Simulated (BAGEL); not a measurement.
# HF/STO-3G (density fitting with qzvpp-jkfit) run of BNH2Cl2 (BCl2(NH2))

Aim: the vertical singlet–triplet gap of BNH2Cl2 (BCl2(NH2)) at HF/STO-3G (density fitting with qzvpp-jkfit), from 2 runs. 

The results are computed with BAGEL 1.2.2.

2 further runs of the same task are left out: 2 that didn't finish. Runs told in other sessions of the task aren't counted.

## 1. The structure to begin with

BNH2Cl2: 6 atoms, total charge 0, spin state singlet. SMILES: `NB(Cl)Cl`. Geometry: relaxed at GFN2-xTB.

Bond lengths: B1–Cl2 1.734 Å, B1–Cl3 1.733 Å, B1–N4 1.386 Å, N4–H5 1.006 Å, N4–H6 1.006 Å. Angles: Cl2–B1–Cl3 120.4°, Cl2–B1–N4 119.7°, Cl3–B1–N4 119.8°, B1–N4–H5 123.3°, B1–N4–H6 123.0°, H5–N4–H6 113.7°.

## 2. The energy at HF/STO-3G (density fitting with qzvpp-jkfit)

File input.json:

```json
{ "bagel" : [

{
  "title" : "molecule",
  "basis" : "sto-3g",
  "df_basis" : "qzvpp-jkfit",
  "angstrom" : "true",
  "geometry" : [
    { "atom" : "B", "xyz" : [    0.292890,    0.511460,    0.004020 ] },
    { "atom" : "Cl", "xyz" : [    1.965580,    0.537960,    0.461330 ] },
    { "atom" : "Cl", "xyz" : [   -0.517930,    1.975810,   -0.445570 ] },
    { "atom" : "N", "xyz" : [   -0.398200,   -0.689810,   -0.003320 ] },
    { "atom" : "H", "xyz" : [   -1.366870,   -0.767900,   -0.264590 ] },
    { "atom" : "H", "xyz" : [    0.024530,   -1.567520,    0.248130 ] }
  ]
},
{ "title" : "hf" },
{ "title" : "print", "file" : "orbitals.molden", "orbitals" : "true" }

]}
```

On the command line:

```bash
$ BAGEL_NUM_THREADS=1 BAGEL input.json > input.out
```

What it wrote:

```text
* using 1 threads per process

  ===============================================================
  ===============================================================

  *** Geometry ***

  { "atom" : "B", "xyz" : [      0.553482,      0.966519,      0.007597 ] },
  { "atom" : "Cl", "xyz" : [      3.714408,      1.016597,      0.871787 ] },
  { "atom" : "Cl", "xyz" : [     -0.978746,      3.733740,     -0.842005 ] },
  { "atom" : "N", "xyz" : [     -0.752489,     -1.303552,     -0.006274 ] },
  { "atom" : "H", "xyz" : [     -2.583010,     -1.451121,     -0.500003 ] },
  { "atom" : "H", "xyz" : [      0.046355,     -2.962183,      0.468898 ] },

  Number of auxiliary basis functions:      444

  Since a DF basis is specified, we compute 2- and 3-index integrals:
    o Being stored without compression. Storage requirement is 0.003 GB

  Number of basis functions:       30
  Number of electrons      :       48

    * METHOD: MOLECULE                             0.14

  *** RHF ***

  === Nuclear Repulsion ===
   184.0082060294

      * DIIS with orbital gradients will be used.

  === RHF iteration (sto-3g) ===
      0       -988.49833615          0.01396376           0.02
      1       -988.56764835          0.00400659           0.02
      2       -988.57254424          0.00076634           0.02
      3       -988.57281166          0.00014268           0.02
      4       -988.57281968          0.00002751           0.02
      5       -988.57282019          0.00000504           0.02
      6       -988.57282021          0.00000096           0.02
      7       -988.57282021          0.00000020           0.02
      8       -988.57282021          0.00000006           0.02
      9       -988.57282021          0.00000002           0.02
     10       -988.57282021          0.00000000           0.02
    * SCF iteration converged.

    * Permanent dipole moment:
           (    0.694816,     1.204062,     0.009415) a.u.

    * METHOD: HF                                   0.32

    * METHOD: PRINT                                0.00

  ===============================================================
```

It took 0.63 s on 1 thread of Arm Neoverse V2, shared host; peak memory 0.084 GiB.

## 3. The triplet at the same level

File calc.json:

```json
{ "bagel": [

{
  "title": "molecule",
  "basis": "sto-3g",
  "df_basis": "qzvpp-jkfit",
  "angstrom": true,
  "geometry": [
    { "atom": "B", "xyz": [       0.292890,       0.511460,       0.004020 ] },
    { "atom": "Cl", "xyz": [       1.965580,       0.537960,       0.461330 ] },
    { "atom": "Cl", "xyz": [      -0.517930,       1.975810,      -0.445570 ] },
    { "atom": "N", "xyz": [      -0.398200,      -0.689810,      -0.003320 ] },
    { "atom": "H", "xyz": [      -1.366870,      -0.767900,      -0.264590 ] },
    { "atom": "H", "xyz": [       0.024530,      -1.567520,       0.248130 ] }
  ]
},

{
  "title": "uhf",
  "nopen": 2
},

{
  "title": "print",
  "file": "orbitals.molden",
  "orbitals": true
}

]}
```

On the command line:

```bash
$ BAGEL_NUM_THREADS=1 BAGEL calc.json > calc.out
```

What it wrote:

```text
* using 1 threads per process

  ===============================================================
  ===============================================================

  *** Geometry ***

  { "atom" : "B", "xyz" : [      0.553482,      0.966519,      0.007597 ] },
  { "atom" : "Cl", "xyz" : [      3.714408,      1.016597,      0.871787 ] },
  { "atom" : "Cl", "xyz" : [     -0.978746,      3.733740,     -0.842005 ] },
  { "atom" : "N", "xyz" : [     -0.752489,     -1.303552,     -0.006274 ] },
  { "atom" : "H", "xyz" : [     -2.583010,     -1.451121,     -0.500003 ] },
  { "atom" : "H", "xyz" : [      0.046355,     -2.962183,      0.468898 ] },

  Number of auxiliary basis functions:      444

  Since a DF basis is specified, we compute 2- and 3-index integrals:
    o Being stored without compression. Storage requirement is 0.003 GB

  Number of basis functions:       30
  Number of electrons      :       48

    * METHOD: MOLECULE                             0.14

  *** Open-shell HF ***

  === Nuclear Repulsion ===
   184.0082060294

      * DIIS with orbital gradients will be used.

  === UHF iteration (sto-3g) ===
      0       -988.27240733          0.02196320           0.04
      1       -988.32915789          0.00535154           0.04
      2       -988.33307927          0.00142754           0.04
      3       -988.33373272          0.00053415           0.04
      4       -988.33395271          0.00019194           0.04
      5       -988.33400448          0.00002394           0.04
      6       -988.33400581          0.00000300           0.04
      7       -988.33400590          0.00000104           0.04
      8       -988.33400592          0.00000062           0.04
      9       -988.33400593          0.00000024           0.04
     10       -988.33400593          0.00000009           0.04
     11       -988.33400593          0.00000006           0.04
     12       -988.33400593          0.00000002           0.04
     13       -988.33400593          0.00000000           0.04
    * SCF iteration converged.

    * S^2 (UHF) is 2.0181

    * Permanent dipole moment:
           (    1.594735,     2.769109,     0.019682) a.u.

    * METHOD: UHF                                  0.69

    * METHOD: PRINT                                0.00

  ===============================================================
```

It took 0.99 s on 1 thread of Arm Neoverse V2, shared host; peak memory 0.084 GiB.

## 4. What came out

At HF/STO-3G (density fitting with qzvpp-jkfit):

| quantity | value |
| --- | --- |
| singlet: total energy | -988.57282 Eh |
| singlet: dipole moment | 3.53 D |
| singlet: HOMO energy | -10.48 eV |
| singlet: LUMO energy | 7.41 eV |
| singlet: HOMO–LUMO gap | 17.89 eV |
| triplet: total energy | -988.33401 Eh |
| triplet: dipole moment | 8.12 D |
| triplet: ⟨S²⟩ | 2.018 |
| vertical energy of the triplet above the singlet | 6.498 eV |

**Reading.** At this shape the triplet lies 6.50 eV (627 kJ/mol) above the singlet. In a minimal basis such a difference can be off by several eV, whatever the method.
